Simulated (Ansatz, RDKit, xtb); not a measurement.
**C3H6GeN2: ranking a sample of isomers, part 1 of 2**

Which of a sample of isomers of C3H6GeN2 is the most stable in the gas at 298.15 K, and what are its properties? The sample is small against all isomers, and the most stable one of this formula need not be in it.

Plan: many cheap relaxations first (GFN2-xTB), then density-functional screening, relaxation at PBE0-D3(BJ)/def2-SVP, vibrations (at GFN2-xTB) and a final energy. The numbers are computed, not measured.

## (1) Drawing up candidates

Isomers were taken from a list of plausible structures; this is a sample, not all of them. That gives 4 candidates.

| label | SMILES | spin |
| --- | --- | --- |
| c446 | [GeH3][c]1ccn[nH]1 | singlet |
| c741 | [GeH3][n]1cccn1 | singlet |
| c744 | [GeH3][c]1cc[nH]n1 | singlet |
| c812 | [GeH3][c]1cn[nH]c1 | singlet |

Candidates are built by distance geometry, with a force field where one applies, in up to four conformers (letters a to d).

## (2) Cheap relaxation of all starts

All 4 starts are relaxed the same way. One of them, c741a (taken from a list of positional isomers, embedded by distance geometry and UFF), in full:

start.xyz reads:

```xyz
12
c741a
C     -1.555010    -0.029772    -1.399473
C     -1.754858    -1.161862    -0.648875
C     -1.075187    -0.928713     0.547552
Ge    -0.309638     2.485091    -1.202393
N     -0.792762     0.771234    -0.727188
N     -0.479488     0.270235     0.466504
H     -0.157952     2.530573    -2.808282
H      1.092012     2.873023    -0.589466
H     -1.419182     3.514103    -0.777583
H     -2.022247     0.166891    -2.384060
H     -2.334564    -2.016925    -0.861950
H     -0.979864    -1.623407     1.395899
```

Started as:

```console
$ xtb start.xyz --gfn 2 --opt
```

The log of the run (excerpt; [...] marks lines left out):

```text
* xtb version 6.7.1
[...]
          :  # basis functions                  36          :
[...]
          :  # electrons                        32          :
[...]
          :  Hamiltonian                  GFN2-xTB          :
[...]
          :  net charge                          0          :
          :  unpaired electrons                  0          :
[...]
   *** convergence criteria satisfied after 13 iterations ***
[...]
   *** GEOMETRY OPTIMIZATION CONVERGED AFTER 22 ITERATIONS ***
[...]
   *** convergence criteria satisfied after 3 iterations ***
[...]
         ::                     SUMMARY                     ::
         :::::::::::::::::::::::::::::::::::::::::::::::::::::
         :: total energy             -17.240090653476 Eh    ::
         :: gradient norm              0.000249068817 Eh/a0 ::
         :: HOMO-LUMO gap              4.761089270739 eV    ::
         ::.................................................::
         :: SCC energy               -17.459471857982 Eh    ::
         :: -> isotropic ES            0.006033444472 Eh    ::
         :: -> anisotropic ES          0.001755843186 Eh    ::
         :: -> anisotropic XC          0.013757944291 Eh    ::
         :: -> dispersion             -0.008466262830 Eh    ::
         :: repulsion energy           0.219381204506 Eh    ::
         :: add. restraining           0.000000000000 Eh    ::
         :: total charge              -0.000000000000 e     ::
         :::::::::::::::::::::::::::::::::::::::::::::::::::::
[...]
        16        2.0000           -0.3902740             -10.6199 (HOMO)
        17                         -0.2153072              -5.8588 (LUMO)
[...]
     #   Z          covCN         q      C6AA      α(0)
     1   6 C        3.045     0.001    27.969     8.674
     2   6 C        3.017    -0.071    29.751     8.947
     3   6 C        3.110     0.029    27.207     8.545
     4  32 Ge       3.775     0.137   168.919    23.328
     5   7 N        2.944    -0.014    21.512     6.889
     6   7 N        2.121    -0.205    26.080     7.577
     7   1 H        0.939     0.002     3.013     2.714
     8   1 H        0.941     0.029     2.593     2.518
     9   1 H        0.939     0.008     2.925     2.674
    10   1 H        0.926     0.028     2.610     2.526
    11   1 H        0.926     0.025     2.652     2.546
    12   1 H        0.926     0.030     2.585     2.514
[...]
     #   Z sym  total        # sym  WBO       # sym  WBO       # sym  WBO
 ---------------------------------------------------------------------------
     1   6 C    3.966 --     2 C    1.523     5 N    1.287    10 H    0.963
                             6 N    0.152
     2   6 C    3.982 --     1 C    1.523     3 C    1.356    11 H    0.973
     3   6 C    3.981 --     6 N    1.526     2 C    1.356    12 H    0.967
     4  32 Ge   3.622 --     5 N    0.885     8 H    0.848     7 H    0.848
                             9 H    0.845     6 N    0.126
     5   7 N    3.645 --     1 C    1.287     6 N    1.199     4 Ge   0.885
     6   7 N    3.075 --     3 C    1.526     5 N    1.199     1 C    0.152
                             4 Ge   0.126
     7   1 H    1.000 --     4 Ge   0.848
     8   1 H    0.999 --     4 Ge   0.848
     9   1 H    1.000 --     4 Ge   0.845
    10   1 H    0.999 --     1 C    0.963
[...]
molecular dipole:
                 x           y           z       tot (Debye)
 q only:        0.105       0.621      -0.463
   full:       -0.182       0.268      -0.668       1.886
molecular quadrupole (traceless):
[...]
          | TOTAL ENERGY              -17.240090653476 Eh   |
          | GRADIENT NORM               0.000249068817 Eh/α |
          | HOMO-LUMO GAP               4.761089270739 eV   |
           -------------------------------------------------
[...]
```

Run time: 0.098 s. Hardware: 2 threads of Intel Xeon 6975P-C (Granite Rapids), shared host.

## (3) Distinct minima at GFN2-xTB

4 of the 4 relaxations converged. 4 distinct structures remain:

| label | start | SMILES after | spin | energy (kcal/mol) |
| --- | --- | --- | --- | --- |
| c741a | drawn | [GeH3][n]1cccn1 | singlet | 0.0 |
| c744a | drawn | [GeH3][c]1cc[nH]n1 | singlet | 13.5 |
| c446a | drawn | [GeH3][c]1ccn[nH]1 | singlet | 13.6 |
| c812a | drawn | [GeH3][c]1cn[nH]c1 | singlet | 14.3 |

## (4) Screening with a density functional

A choice of the minima (the low ones first, few conformers of a pattern, up to a cap) and the lowest that fell apart get a single point at r2SCAN-D4/def2-SVP on the tight-binding geometry, and one at HF/STO-3G for comparison. The lowest singlets are also tried as triplets at the same geometry (label ending in t). The first, c741a:

input.yaml reads:

```yaml
basis:
  gaussian:
    orbitals: def2-SVP
crystal:
  periodic: [false, false, false]
  atoms:
    - symbol: C
      position_ang: [-1.602644, -0.137440, -1.496410]
    - symbol: C
      position_ang: [-1.756388, -1.194013, -0.634082]
    - symbol: C
      position_ang: [-1.072950, -0.800663, 0.525350]
    - symbol: Ge
      position_ang: [-0.288707, 2.510996, -1.200078]
    - symbol: N
      position_ang: [-0.868659, 0.802029, -0.864463]
    - symbol: "N"
      position_ang: [-0.547317, 0.395533, 0.374625]
    - symbol: H
      position_ang: [-0.225245, 2.664075, -2.687105]
    - symbol: H
      position_ang: [1.031540, 2.592860, -0.529467]
    - symbol: H
      position_ang: [-1.285947, 3.456655, -0.612798]
    - symbol: H
      position_ang: [-1.950936, 0.017404, -2.500075]
    - symbol: H
      position_ang: [-2.276031, -2.114348, -0.807211]
    - symbol: H
      position_ang: [-0.945455, -1.342617, 1.442400]
output: {orbitals: {seedname: orbitals}}
hamiltonian:
  xc: {name: r2SCAN}
  dispersion: d4
scf:
  lower_state_search: off
```

Started as:

```console
$ ansatz run input.yaml --threads 2 --pin off --max-ram 5220MiB --events-out events.jsonl --progress --plain --runs-dir runs
```

The log of the run (excerpt; [...] marks lines left out):

```text
Warning: RAYON_NUM_THREADS=2 ignored (pool sized by the plan → 2); use --threads N
Functional definition: r2SCAN
  name "r2SCAN"
[...]
1517 factors; their error is unknown
[...]
mean field -62690.76921449 eV, -2303.8432753028 hartree, gradient 7.3e-6 eV, S^2 0.000000; 0 other end points of the search recorded, 0 dependent functions left out
reference -62690.76922556 eV, -2303.8432757097 hartree; 35, 35 occupied and 97, 97 virtual orbitals, 1517 factors
Total energy: -62690.84552763 eV, -2303.8460797592 hartree
Checks for a lower state left out: stability, starts, cluster_reference, orbital_swaps, neighbouring_geometries, increment
```

It took 1.5 s on 2 threads of Intel Xeon 6975P-C (Granite Rapids), shared host.

Relative energies in kcal/mol, each column from its lowest structure that stays in one piece:

| label | SMILES | spin | GFN2-xTB | HF/STO-3G | r2SCAN-D4/def2-SVP |
| --- | --- | --- | --- | --- | --- |
| c741a | [GeH3][n]1cccn1 | singlet | 0.0 | 0.0 | 0.0 |
| c812a | [GeH3][c]1cn[nH]c1 | singlet | 14.3 | 12.3 | 2.1 |
| c446a | [GeH3][c]1ccn[nH]1 | singlet | 13.6 | 11.8 | 2.4 |
| c744a | [GeH3][c]1cc[nH]n1 | singlet | 13.5 | 12.8 | 3.5 |
| c446at | [GeH3][c]1ccn[nH]1 | triplet | – | – | 107.7 |
| c741at | [GeH3][n]1cccn1 | triplet | – | – | 108.2 |
| c812at | [GeH3][c]1cn[nH]c1 | triplet | – | – | 111.5 |

## (5) Third filter: density-functional geometries

4 candidates are relaxed at PBE0-D3(BJ)/def2-SVP (chosen among the lowest in one piece). The first, c741a:

input.yaml reads:

```yaml
crystal:
  periodic: [false, false, false]
  atoms:
    - {symbol: C, position_ang: [-1.602644, -0.137440, -1.496410]}
    - {symbol: C, position_ang: [-1.756388, -1.194013, -0.634082]}
    - {symbol: C, position_ang: [-1.072950, -0.800663, 0.525350]}
    - {symbol: Ge, position_ang: [-0.288707, 2.510996, -1.200078]}
    - {symbol: "N", position_ang: [-0.868659, 0.802029, -0.864463]}
    - {symbol: N, position_ang: [-0.547317, 0.395533, 0.374625]}
    - {symbol: H, position_ang: [-0.225245, 2.664075, -2.687105]}
    - {symbol: H, position_ang: [1.031540, 2.592860, -0.529467]}
    - {symbol: H, position_ang: [-1.285947, 3.456655, -0.612798]}
    - {symbol: H, position_ang: [-1.950936, 0.017404, -2.500075]}
    - {symbol: H, position_ang: [-2.276031, -2.114348, -0.807211]}
    - {symbol: H, position_ang: [-0.945455, -1.342617, 1.442400]}
basis:
  gaussian: {orbitals: def2-SVP}
hamiltonian: {xc: {name: PBE0}, dispersion: d3bj}
relax: {f_tol: 0.006}
scf: {lower_state_search: "off"}
```

Started as:

```console
$ ansatz run input.yaml --threads 2 --pin off --max-ram 5220MiB --events-out events.jsonl --progress --plain --runs-dir runs
```

The log of the run (excerpt; [...] marks lines left out):

```text
Warning: RAYON_NUM_THREADS=2 ignored (pool sized by the plan → 2); use --threads N
[...]
Functional definition: PBE0
  name "PBE0"
[...]
1501 factors; integrals over basis functions are off by at most 3.1e-4 eV
[...]
mean field -62680.22675281 eV, -2303.4558469820 hartree, gradient 2.4e-6 eV, S^2 0.000000; 0 other end points of the search recorded, 0 dependent functions left out
[...]
reference -62680.22678276 eV, -2303.4558480829 hartree; 35, 35 occupied and 97, 97 virtual orbitals, 1501 factors
relax step   1: F+E_penalty+E_count = -62680.48135506 eV  Δ(F+E_penalty+E_count) = +0.000e0 eV  max|allowed force component| = 8.072e-1 eV/Å  Δτ_max = 0.0000 Å  (16 SCF iters, accepted)
[...]
relax step   4: F+E_penalty+E_count = -62680.60741646 eV  Δ(F+E_penalty+E_count) = -5.698e-3 eV  max|allowed force component| = 1.397e-1 eV/Å  Δτ_max = 0.0681 Å  (20 SCF iters, accepted)
[...]
Atom 3 at    -0.299588     2.532253    -1.205540 Å, force    -0.000731     0.004062    -0.002242 eV/Å
Atom 4 at    -0.884293     0.814731    -0.751646 Å, force     0.001912     0.003748     0.003386 eV/Å
Atom 5 at    -0.718403     0.424527     0.521335 Å, force    -0.004437     0.000364    -0.002245 eV/Å
Atom 6 at    -0.624554     2.676391    -2.699404 Å, force    -0.000087    -0.002330     0.000943 eV/Å
Atom 7 at     1.206708     2.601052    -0.937890 Å, force    -0.001190    -0.000855     0.000700 eV/Å
Atom 8 at    -1.080345     3.534715    -0.350634 Å, force     0.001078    -0.002185     0.000235 eV/Å
Atom 9 at    -1.681013    -0.007180    -2.563350 Å, force     0.000713     0.001069     0.000029 eV/Å
Atom 10 at    -2.150115    -2.184319    -0.931213 Å, force    -0.000571     0.000313     0.000432 eV/Å
Atom 11 at    -1.186099    -1.351899     1.524947 Å, force    -0.000003    -0.000424    -0.000200 eV/Å
Dipole moment:    -0.037439     0.174897    -0.426985 e Å
Checks for a lower state left out: stability, starts, cluster_reference, orbital_swaps, neighbouring_geometries, increment
```

Wall time 27 s (2 threads of Intel Xeon 6975P-C (Granite Rapids), shared host).

Energy change by step (eV): 0.0000, -0.1036, -0.1204, -0.1261, -0.1297, -0.1338, -0.1355, -0.1356, -0.1364, -0.1366, -0.1367, -0.1367.

After the run. Bond lengths: C1–C2 1.380 Å, C2–C3 1.414 Å, C1–N5 1.360 Å, Ge4–N5 1.870 Å, C3–N6 1.323 Å, N5–N6 1.342 Å, Ge4–H7 1.536 Å, Ge4–H8 1.531 Å, Ge4–H9 1.531 Å, C1–H10 1.089 Å, C2–H11 1.087 Å, C3–H12 1.090 Å. Some angles: C1–C2–C3 104.1°, C2–C1–N5 107.0°, C2–C3–N6 111.5°, C1–N5–Ge4 130.9°, C1–N5–N6 111.8°, Ge4–N5–N6 117.3°, C3–N6–N5 105.6°, C1–C2–H11 127.5°, C3–C2–H11 128.4°, C2–C1–H10 131.3°.

## (6) Ranking at PBE0-D3(BJ)/def2-SVP

| label | spin | r2SCAN-D4/def2-SVP (kcal/mol) | PBE0-D3(BJ)/def2-SVP, relaxed (kcal/mol) | time |
| --- | --- | --- | --- | --- |
| c741a | singlet | 0.0 | 0.0 | 27 s |
| c812a | singlet | 2.1 | 2.5 | 52 s |
| c446a | singlet | 2.4 | 2.9 | 55 s |
| c744a | singlet | 3.5 | 3.9 | 50 s |

c741a: Bond lengths: C1–C2 1.380 Å, C2–C3 1.414 Å, C1–N5 1.360 Å, Ge4–N5 1.870 Å, C3–N6 1.323 Å, N5–N6 1.342 Å, Ge4–H7 1.536 Å, Ge4–H8 1.531 Å, Ge4–H9 1.531 Å, C1–H10 1.089 Å, C2–H11 1.087 Å, C3–H12 1.090 Å. Some angles: C1–C2–C3 104.1°, C2–C1–N5 107.0°, C2–C3–N6 111.5°, C1–N5–Ge4 130.9°, C1–N5–N6 111.8°, Ge4–N5–N6 117.3°, C3–N6–N5 105.6°, C1–C2–H11 127.5°, C3–C2–H11 128.4°, C2–C1–H10 131.3°.

c812a: Bond lengths: C1–C2 1.421 Å, C1–C3 1.387 Å, C1–Ge4 1.927 Å, C2–N5 1.324 Å, C3–N6 1.351 Å, N5–N6 1.330 Å, Ge4–H7 1.540 Å, Ge4–H8 1.540 Å, Ge4–H9 1.540 Å, C2–H10 1.090 Å, N6–H11 1.012 Å, C3–H12 1.089 Å. Some angles: C1–C2–N5 112.3°, C2–C1–C3 103.1°, C2–C1–Ge4 129.7°, C3–C1–Ge4 127.3°, C1–C3–N6 106.7°, C2–N5–N6 104.6°, C3–N6–N5 113.4°, C1–C2–H10 128.1°, N5–C2–H10 119.6°, C1–C3–H12 131.4°.

c446a: Bond lengths: C1–C2 1.389 Å, C2–C3 1.410 Å, C1–Ge4 1.935 Å, C3–N5 1.327 Å, C1–N6 1.361 Å, N5–N6 1.325 Å, Ge4–H7 1.537 Å, Ge4–H8 1.540 Å, Ge4–H9 1.537 Å, C2–H10 1.088 Å, C3–H11 1.090 Å, N6–H12 1.012 Å. Some angles: C1–C2–C3 105.0°, C2–C1–Ge4 132.0°, C2–C1–N6 104.7°, Ge4–C1–N6 123.4°, C2–C3–N5 111.4°, C3–N5–N6 104.6°, C1–N6–N5 114.3°, C1–C2–H10 127.0°, C3–C2–H10 128.0°, C2–C3–H11 128.7°.

c744a: Bond lengths: C1–C2 1.420 Å, C2–C3 1.380 Å, C1–Ge4 1.937 Å, C3–N5 1.353 Å, C1–N6 1.333 Å, N5–N6 1.327 Å, Ge4–H7 1.540 Å, Ge4–H8 1.538 Å, Ge4–H9 1.538 Å, C2–H10 1.087 Å, C3–H11 1.088 Å, N5–H12 1.012 Å. Some angles: C1–C2–C3 104.7°, C2–C1–Ge4 129.3°, C2–C1–N6 110.6°, Ge4–C1–N6 120.1°, C2–C3–N5 105.9°, C3–N5–N6 113.5°, C1–N6–N5 105.2°, C1–C2–H10 127.9°, C3–C2–H10 127.3°, C2–C3–H11 132.1°.

(Continued in part 2 of 2.)
